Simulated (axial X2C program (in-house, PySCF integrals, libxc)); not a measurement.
# Linear AsCN⁻ at several levels

How do method and spin–orbit coupling move the bonds and stretches of AsCN⁻, held linear?

Program: an in-house X2C program for linear molecules on PySCF integrals. Level of theory: all-electron X2C, two-component (2c) or spin-free, As dyall-v3z, C dyall-v3z, N dyall-av3z. These are calculated values, not measurements.

All values are calculated.

2 further runs of the same task are left out: 2 set aside as unsound or not needed.

## (1) Set-up

The input, task.json:

```json
{
 "zs": [
  33,
  6,
  7
 ],
 "q": -1,
 "bas": [
  "dyall-v3z",
  "dyall-v3z",
  "dyall-av3z"
 ],
 "r0": [
  1.91,
  1.16
 ],
 "symm": 0,
 "scan": [
  "PBE0",
  "HF",
  "LDA"
 ],
 "levels": [
  "PBE0",
  "HF",
  "BHandHLYP"
 ],
 "nst": 2
}
```

Keys: zs atomic numbers; q charge; bas basis sets; r0 starting distance in Å; symm equal bonds; scan levels of the two-bond scan; levels methods; nst determinants followed.

Started as:

```bash
$ python solin.py task.json out
```

Masses As 74.922, C 12.000, N 14.003 u.

## (2) Scan at PBE0, 2c

State: Ω = 3/2 (beyond evenly filled blocks: ω = 3/2). Energies above the lowest point, from the job's result record:

```
r(As–C) (Å)  r(C–N) (Å)  E (meV)
     1.8242      1.1427    70.96
     1.8242      1.1720    20.30
     1.8242      1.2013    58.66
     1.8710      1.1427    43.71
     1.8710      1.1720     0.00
     1.8710      1.2013    45.73
     1.8710      1.2306   164.37
     1.9178      1.1427    54.70
     1.9178      1.1720    16.98
     1.9178      1.2013    69.08
     1.9646      1.1720    63.03
     1.9646      1.2306   251.75
```

A quadratic surface with cubic terms in each bond gives the minimum at 1.871 and 1.171 Å, force constants 2.71, 16.8 and coupling 0.74 mdyn/Å.

## (3) Scan at HF, 2c

State: Ω = 3/2 (beyond evenly filled blocks: ω = 3/2). Energies above the lowest point, from the job's result record:

```
r(As–C) (Å)  r(C–N) (Å)  E (meV)
     1.8242      1.1427    77.45
     1.8242      1.1720   108.50
     1.8242      1.2013   219.89
     1.8710      1.1427    18.53
     1.8710      1.1720    58.56
     1.8710      1.2013   180.34
     1.8710      1.2306   360.63
     1.9178      1.1427     0.00
     1.9178      1.1720    47.32
     1.9178      1.2013   177.88
     1.9646      1.1720    66.49
     1.9646      1.2306   401.81
```

A quadratic surface with cubic terms in each bond gives the minimum at 1.923 and 1.142 Å, force constants 2.05, 19.4 and coupling 1.00 mdyn/Å.

## (4) Scan at LDA, 2c

State: Ω = 3/2 (beyond evenly filled blocks: ω = 3/2). Energies above the lowest point, from the job's result record:

```
r(As–C) (Å)  r(C–N) (Å)  E (meV)
     1.8242      1.1427    74.44
     1.8242      1.1720     0.00
     1.8242      1.2013    12.83
     1.8710      1.1427    68.52
     1.8710      1.1720     0.85
     1.8710      1.2013    20.64
     1.8710      1.2306   111.78
     1.9178      1.1427    99.03
     1.9178      1.1720    37.37
     1.9178      1.2013    63.37
     1.9646      1.1720   101.50
     1.9646      1.2306   236.20
```

A quadratic surface with cubic terms in each bond gives the minimum at 1.844 and 1.181 Å, force constants 2.95, 15.4 and coupling 0.72 mdyn/Å.

## (5) The levels side by side

| level | r(As–C) (Å) | r(C–N) (Å) | lower stretch (cm⁻¹) | upper stretch (cm⁻¹) |
| --- | --- | --- | --- | --- |
| PBE0, 2c | 1.871 | 1.171 | 484.8 | 2098.0 |
| HF, 2c | 1.923 | 1.142 | 424.9 | 2230.1 |
| LDA, 2c | 1.844 | 1.181 | 504.4 | 2018.4 |
| PBE0, spin-free | 1.870 | 1.171 | 486.8 | 2095.5 |
| HF, spin-free | 1.921 | 1.143 | 427.8 | 2228.1 |
| LDA, spin-free | 1.842 | 1.181 | 506.3 | 2015.1 |

Scans not shown above were run alike.

In words: Over the levels the As–C bond spans 1.842 to 1.923 Å and the C–N bond 1.142 to 1.181 Å. At PBE0 going from spin-free to two-component moves the bonds by +0.002 and -0.000 Å. Each state is one determinant, the lowest of a limited PBE0 search; the stretches come from a fit to few points and are good to some per cent at best. For an anion the highest level of a functional can be positive, and the basis then holds the extra electron. The molecule was held linear; bending was not examined, so a bent shape may lie lower. Note: functional without a current term on a determinant with orbital currents, of the molecule or an atom.
